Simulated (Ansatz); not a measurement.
Set up this calculation in Ansatz 0.2.0, as the native input.

| Item | Value |
| --- | --- |
| Task | relaxation of cell and atoms |
| Functional | PBEsol |
| Dispersion | D3(BJ)-ATM |
| Potentials or basis | Ansatz PAW |
| Cutoff | 420 eV (not typed: the program's choice for these potentials) |
| k mesh | 8 × 8 × 7 |
| Occupations | fermi-dirac, width 0.05 eV |
| Spin | no spin polarisation |

NbTe:

```
Te Nb
1.0
     3.70297    0.00000    0.00000
    -1.85149    3.20687    0.00000
     0.00000    0.00000    3.69421
Te Nb
1 1
Direct
  0.66667 0.33333 0.00000
  0.00000 0.00000 0.50000
```

The cell comes from a database or a generator and needn't be the stable form of this composition.

One way to write it, as run:

input.yaml

```yaml
crystal:
  lattice:
    - [3.7029743866, 0.0, 0.0]
    - [-1.8514871933, 3.2068698884, 0.0]
    - [0.0, 0.0, 3.694211]
  atoms:
    - { symbol: Te, position: [0.6666666667, 0.3333333333, 0.0] }
    - { symbol: Nb, position: [0.0, 0.0, 0.5] }
hamiltonian:
  xc: pbesol
  pseudopotentials: { kind: paw }
  dispersion: d3bjatm
kpoints:
  mp_grid: { grid: [8, 8, 7] }
scf:
  occupations: { method: fermi_dirac, width: 0.05 }
output:
  forces: true
  stress: true
  eigenvalues: true
  write_density: true
  write_potential: true
  elf: true
  volumetric_format: npy
relax:
  f_tol: 0.01
  max_steps: 40
  cell: { stress_tol: 0.05 }
```

Potentials or basis: Ansatz PAW.

Launch:

```sh
$ ansatz run input.yaml --threads 2 --pin off --max-ram 5632MiB --backend cpu --events-out ev --progress --plain --runs-dir out
```

It gave:

```
Relaxed volume                         : 20.28 Å³/atom
Relaxed cell                           : a = 3.579 Å, b = 3.579 Å, c = 3.658 Å, α = 90.00°, β = 90.00°, γ = 120.00°
Space group after relaxing (to 0.05 Å) : P-6m2 (No. 187)
Energy gained by relaxing              : 50.9 meV/atom
Ionic steps                            : 6
Pressure after relaxing                : 0.0 GPa
Band gap on the k mesh                 : none (metal or under the smearing width)
```

Caveat: the plane-wave basis is chosen anew once the cell has moved, so the energies of steps on either side of that aren't comparable; pairwise dispersion overbinds metals, which lowers pressure and volume; the PAW data sets come from PBE, with cores solved anew for the run's functional, which leaves a small shift of forces and pressure.

It took 13 s on 2 threads of Arm Neoverse V1, with other jobs on the host, peak memory 0.36 GiB.
